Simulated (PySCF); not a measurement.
**The bond of RbAl, level by level**

The task here is to estimate one member of a computed series from the others.

Program: PySCF 2.14.0. Level of theory: Rb def2-SVPD with ECP28, Al def2-SVPD, scalar-relativistic core potentials. These are calculated values, not measurements.

The first run:

The job is set up so:

```yaml
atoms: Rb, Al
charge: 0
basis: Rb def2-SVPD with ECP28, Al def2-SVPD
Hamiltonian: scalar-relativistic core potentials
basis_functions: 51
electrons_treated: 22
masses_in_u: 84.9118, 26.9815
levels: PBE0, PBE, r²SCAN, revPBE, MN15, B97-3, LC-ωPBE, HF, MP2, SCS-MP2, CCSD, CCSD(T)
grid: 80 radial by 434 angular points
occupations: held fixed by the projection of orbital angular momentum
dissociation_limit: Rb + Al, each in its ground configuration
starting_distance_in_angstrom: 3.255
values_of_2S_to_try: 0, 2
```

On the command line:

```sh
OMP_NUM_THREADS=1 python dia.py task.json out
```

Steps of the session up to this table: Set-up; First curve: PBE0; Excited determinants; PBE (GGA); r²SCAN; revPBE (GGA); MN15 (hybrid meta-GGA); B97-3; LC-ωPBE; UHF (mean field); Correlated methods on the Hartree–Fock reference.

One of the session's tables, all rows but one given; the rest of the session is left out.

Energy (eV) from each level's lowest point:

| R (Å) | UHF | UHF-MP2 | UHF-SCS-MP2 | UHF-CCSD | UHF-CCSD(T) |
| --- | --- | --- | --- | --- | --- |
| 3.072 | 0.350 | 0.249 | 0.261 | n/a | n/a |
| 3.215 | 0.181 | 0.117 | 0.124 | 0.121 | 0.118 |
| 3.358 | ? | ? | ? | ? | ? |
| 3.465 | 0.033 | 0.012 | 0.014 | 0.013 | 0.012 |
| 3.572 | 0.009 | 0.000 | 0.001 | 0.000 | 0.000 |
| 3.679 | 0.000 | 0.001 | 0.000 | 0.000 | 0.001 |
| 3.822 | 0.005 | 0.016 | 0.013 | 0.014 | 0.016 |
| 4.001 | 0.026 | 0.049 | 0.042 | 0.046 | 0.051 |
| 4.215 | 0.057 | 0.102 | 0.086 | 0.095 | 0.104 |
| 4.501 | 0.091 | 0.172 | 0.142 | n/a | n/a |

Q: Estimate the row for R (Å) = 3.358 from the others.

Worked estimate for «UHF». A straight line through the neighbours (3.215, 0.181) and (3.465, 0.033) gives 0.181 + (0.033 − 0.181) × (3.358 − 3.215) / (3.465 − 3.215) = 0.096; a parabola fitted to 4 rows on both sides gives 0.075.

**Answer.** UHF: 0.078; UHF-MP2: 0.042; UHF-SCS-MP2: 0.046; UHF-CCSD: 0.044; UHF-CCSD(T): 0.042. In «UHF» the line misses by +0.018 and the parabola by -0.003.
